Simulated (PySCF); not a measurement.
# C2H8MoN2S2 (Mo(NH)2(SMe)2): the cost of one run

Computed with PySCF 2.14.0 and routines of our own; the level stands in each step. Atoms count from 0.

## 1. The starting structure

15 atoms, charge 0, multiplicity 1; geometry from: GFN2-xTB.

## 2. Optimising the geometry at PBE0-D3(BJ)/def2-SVP

The job: settings as JSON, then the geometry in Å.

```
{"job": {"xc": "PBE0", "basis": "def2-SVP", "d3": "d3bj", "grid": 1, "maxiter": 30, "shake": 0.03, "kind": "geom"}, "charge": 0, "multiplicity": 1}
Mo     0.658560     0.163610     0.207820
N      1.016810     0.219510     1.869100
H      1.443910     0.327060     2.742730
N      1.801930     0.823110    -1.023810
H      2.491770     1.162980    -1.552780
S     -1.356040     1.531100     0.031200
C     -1.229490     2.234700    -1.639380
H     -0.389030     2.968390    -1.683890
H     -2.206510     2.769150    -1.757940
H     -1.124230     1.446580    -2.347960
S      0.032950    -1.952650    -0.386280
C     -0.204530    -2.810290     1.192870
H      0.652440    -2.907430     1.642030
H     -0.698050    -3.776640     0.956010
H     -0.923260    -2.275290     1.794280
```

The run is started by

```
OMP_NUM_THREADS=1 python heavy_run.py task.json out
```

The driver reads the jobs from task.json and runs them one after another.

**Question.** How long does this first job take on 1 thread of Arm Neoverse V1, shared host, and how much memory does it need?

About 3.8 min, with a peak of 0.66 GiB.
